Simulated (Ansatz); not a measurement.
The system is Ta3Cu.

```
CELL_PARAMETERS angstrom
-2.00651 2.00651 4.20817
2.00651 -2.00651 4.20817
2.00651 2.00651 -4.20817
ATOMIC_POSITIONS crystal
Ta 0.50000 0.50000 0.00000
Ta 0.25000 0.75000 0.50000
Ta 0.75000 0.25000 0.50000
Cu 0.00000 0.00000 0.00000
```

The cell comes from a database or a generator and needn't be the stable form of this composition.

| Property | Result |
| --- | --- |
| Program | Ansatz 0.2.0 |
| Task | relaxation of cell and atoms |
| Functional | PBEsol |
| Potentials or basis | Ansatz PAW |
| Cutoff | 420 eV (not typed: the program's choice for these potentials) |
| k mesh | 9 × 9 × 9 |
| Occupations | fermi-dirac, width 0.05 eV |
| Spin | no spin polarisation |

At the start: volume 16.94 Å³/atom.

Q: How do energy, volume and symmetry change on relaxing?

A: It ends after 5 steps and the volume is 16.37 Å³/atom (-3.4 %); space group I4/mmm (No. 139, to 0.05 Å).

Step by step:
```csv
step,energy change (eV),largest force (eV/Å),volume (Å³)
1,0.0000,0.0000,67.77
2,-0.0466,0.0000,65.73
3,-0.0473,0.0000,65.46
4,-0.0473,0.0000,65.47
5,-0.0465,0.0000,65.47
```

Final structure:
```yaml
crystal:
  lattice:
    - [-1.98755, 1.98755, 4.14359]
    - [1.98755, -1.98755, 4.14359]
    - [1.98755, 1.98755, -4.14359]
  atoms:
    - { symbol: Ta, position: [0.50000, 0.50000, 0.00000] }
    - { symbol: Ta, position: [0.25000, 0.75000, 0.50000] }
    - { symbol: Ta, position: [0.75000, 0.25000, 0.50000] }
    - { symbol: Cu, position: [0.00000, 0.00000, 0.00000] }
```

Caveat: the plane-wave basis is chosen anew once the cell has moved, so the energies of steps on either side of that aren't comparable; the PAW data sets come from PBE, with cores solved anew for the run's functional, which leaves a small shift of forces and pressure.
